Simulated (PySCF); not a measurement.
# SiH4SO3 (SMILES O[Si](O)(O)S) at 5 levels

Wanted: a comparison of 5 runs (HF/def2-SVP, B3LYP/6-31G*, BP86/def2-SVP, PBE0/def2-SVP) of SiH4SO3. 

The calculation is run with PySCF 2.14.0.

## (1) The molecule

SiH4SO3: 9 atoms, total charge 0, spin state singlet. As SMILES, `O[Si](O)(O)S`. The coordinates come from a PBE0-D4/def2-TZVP relaxation. This is one conformer, not always the lowest.

Bond lengths: O1–Si2 1.629 Å, Si2–O3 1.630 Å, Si2–O4 1.634 Å, Si2–S5 2.124 Å, O1–H6 0.960 Å, O3–H7 0.958 Å, O4–H8 0.959 Å, S5–H9 1.343 Å. Angles: O1–Si2–O3 106.0°, O1–Si2–O4 115.7°, O1–Si2–S5 107.1°, O3–Si2–O4 106.4°, O3–Si2–S5 115.9°, O4–Si2–S5 106.1°, Si2–O1–H6 116.0°, Si2–O3–H7 117.4°, Si2–O4–H8 117.3°, Si2–S5–H9 93.7°.

## (2) Energy and gradient at HF/def2-SVP (run 1)

Contents of calc.py:

```python
import pyscf.grad
from pyscf import gto, scf

molecule = gto.M(
    atom='''
O     -2.144650     1.892183    -0.944863
Si    -0.051778    -0.180469    -0.049511
O      1.749508    -0.681057    -2.498596
O     -1.170496    -2.933800     0.788772
S      1.774453     1.315627     3.195716
H     -2.599129     1.854955    -2.700230
H      2.947028    -2.035424    -2.390315
H     -2.175642    -2.998617     2.294505
H      1.837948     3.678919     2.272207
''',
    max_memory=1860,
    unit='bohr',
    verbose=3,
    basis='def2-svp',
)

myscf = scf.RHF(molecule)
myscf.conv_tol = 1e-10
myscf.kernel()
if not myscf.converged:
    myscf = myscf.newton().run(myscf.mo_coeff, myscf.mo_occ)

e_tot = myscf.e_tot
print('Final energy', e_tot)
grad = myscf.Gradients().kernel()
myscf.analyze()
```

Command:

```sh
$ OMP_NUM_THREADS=1 python calc.py
```

Standard output:

```text
converged SCF energy = -913.169548436876
[... 11 lines left out ...]
MO #2   energy= -68.8413989658786  occ= 2
[... 11 lines left out ...]
MO #14  energy= -1.36104072598355  occ= 2
[... 11 lines left out ...]
MO #26  energy= -0.525941603322164 occ= 2
[... 11 lines left out ...]
MO #38  energy= 0.399406223907683  occ= 0
[... 11 lines left out ...]
MO #50  energy= 0.897812588287411  occ= 0
[... 11 lines left out ...]
MO #62  energy= 1.32279711602034   occ= 0
[... 11 lines left out ...]
MO #74  energy= 1.7559803422885    occ= 0
[... 11 lines left out ...]
MO #86  energy= 3.16692372957439   occ= 0
[... 11 lines left out ...]
MO #98  energy= 4.10420951149589   occ= 0
[... 10 lines left out ...]
Dipole moment(X, Y, Z, Debye): -0.31265, -0.48317, -0.63762
```

Run time: 6.3 s. Hardware: 1 thread of Arm Neoverse V2, shared host; peak memory 0.21 GiB.

## (3) Energy and forces at B3LYP/6-31G(d) (spherical functions) (run 2)

Contents of input.py:

```python
# O[Si](O)(O)S
import pyscf.grad
from pyscf import gto, dft

mol = gto.M(
    atom='''
O       -1.134900       1.001300      -0.500000
Si      -0.027400      -0.095500      -0.026200
O        0.925800      -0.360400      -1.322200
O       -0.619400      -1.552500       0.417400
S        0.939000       0.696200       1.691100
H       -1.375400       0.981600      -1.428900
H        1.559500      -1.077100      -1.264900
H       -1.151300      -1.586800       1.214200
H        0.972600       1.946800       1.202400
''',
    charge=0,
    basis='6-31g*',
    max_memory=1860,
    verbose=3,
)

ks = dft.RKS(mol, xc='b3lyp')
ks.conv_tol = 1e-10
ks.grids.level = 5
ks.kernel()
if not ks.converged:
    ks = ks.newton().run(ks.mo_coeff, ks.mo_occ)

etot = ks.e_tot
print(f'total energy: {etot:.8f} hartree')
grad = ks.Gradients().kernel()
dip = ks.dip_moment()
pop, q = ks.mulliken_pop()
```

Command:

```sh
$ OMP_NUM_THREADS=1 python input.py
```

Standard output:

```text
converged SCF energy = -915.908022708706
total energy: -915.90802271 hartree
[... 8 lines left out ...]
Dipole moment(X, Y, Z, Debye): -0.41237, -0.54876, -0.85971
[... 96 lines left out ...]
charge of    8H =      0.12397
```

It took 34 s on 1 thread of Arm Neoverse V2, shared host; peak memory 0.84 GiB.

Runs 3 to 4 aren't shown in full; the table further down has their settings and results.

## (4) Energy and forces at PBE0/def2-SVP (run 5)

Contents of calc.py:

```python
from pyscf import gto, dft

mol = gto.M(
    atom='''
O       -1.134900       1.001300      -0.500000
Si      -0.027400      -0.095500      -0.026200
O        0.925800      -0.360400      -1.322200
O       -0.619400      -1.552500       0.417400
S        0.939000       0.696200       1.691100
H       -1.375400       0.981600      -1.428900
H        1.559500      -1.077100      -1.264900
H       -1.151300      -1.586800       1.214200
H        0.972600       1.946800       1.202400
''',
    max_memory=1860,
    spin=0,
    verbose=3,
    basis='def2-svp',
)

mf = dft.RKS(mol, xc='pbe0')
mf.grids.level = 5
mf.conv_tol = 1e-10
mf.kernel()
if not mf.converged:
    mf = mf.newton().run(mf.mo_coeff, mf.mo_occ)

etot = mf.e_tot
print('Final energy', etot)
grad = mf.nuc_grad_method().kernel()
mf.analyze()
```

Command:

```sh
$ OMP_NUM_THREADS=1 python calc.py
```

Standard output:

```text
converged SCF energy = -915.045501844288
[... 11 lines left out ...]
MO #2   energy= -66.3120315284861  occ= 2
[... 11 lines left out ...]
MO #14  energy= -1.04645365315625  occ= 2
[... 11 lines left out ...]
MO #26  energy= -0.352774543922266 occ= 2
[... 11 lines left out ...]
MO #38  energy= 0.260216600106251  occ= 0
[... 11 lines left out ...]
MO #50  energy= 0.665400102528036  occ= 0
[... 11 lines left out ...]
MO #62  energy= 1.06720420849105   occ= 0
[... 11 lines left out ...]
MO #74  energy= 1.50673328763797   occ= 0
[... 11 lines left out ...]
MO #86  energy= 2.81516896034098   occ= 0
[... 11 lines left out ...]
MO #98  energy= 3.7189685373636    occ= 0
[... 10 lines left out ...]
Dipole moment(X, Y, Z, Debye): -0.34667, -0.46702, -0.72312
```

It took 34 s on 1 thread of Arm Neoverse V2, shared host; peak memory 0.97 GiB.

## (5) The series

| run | level | integration grid | Cartesian functions | energy (Eh) | dipole moment (D) | HOMO energy (eV) | LUMO energy (eV) | wall time |
| --- | --- | --- | --- | --- | --- | --- | --- | --- |
| 1 | HF/def2-SVP | – | no | -913.169548 | 0.86 | -10.41 | 4.18 | 6.3 s |
| 2 | B3LYP/6-31G* (spherical functions) | 5 | no | -915.908023 | 1.10 | -7.15 | 0.69 | 34 s |
| 3 | B3LYP/6-31G* (Cartesian functions) | 5 | yes | -915.917022 | 1.09 | -7.16 | 0.66 | 36 s |
| 4 | BP86/def2-SVP | 5 | no | -915.606475 | 0.98 | -6.10 | 0.04 | 37 s |
| 5 | PBE0/def2-SVP | 5 | no | -915.045502 | 0.93 | -7.38 | 0.94 | 34 s |

## (6) Outcome

| quantity | value |
| --- | --- |
| run 5: total energy | -915.04550 Eh |
| run 5: dipole moment | 0.93 D |
| run 5: HOMO energy | -7.38 eV |
| run 5: LUMO energy | 0.94 eV |
| run 5: HOMO–LUMO gap | 8.32 eV |
| run 5: largest force on an atom | 0.600 eV/Å |

The dipole moment (its size) runs from 0.86 D (HF/def2-SVP) to 1.10 D (B3LYP/6-31G*). The two ends differ in method and basis. The HOMO–LUMO gap runs from 6.13 eV (BP86/def2-SVP) to 14.59 eV (HF/def2-SVP). Exact exchange widens orbital gaps. Totals of different functionals can't be ranked against each other. All runs together took 2.5 min, the longest 37 s.
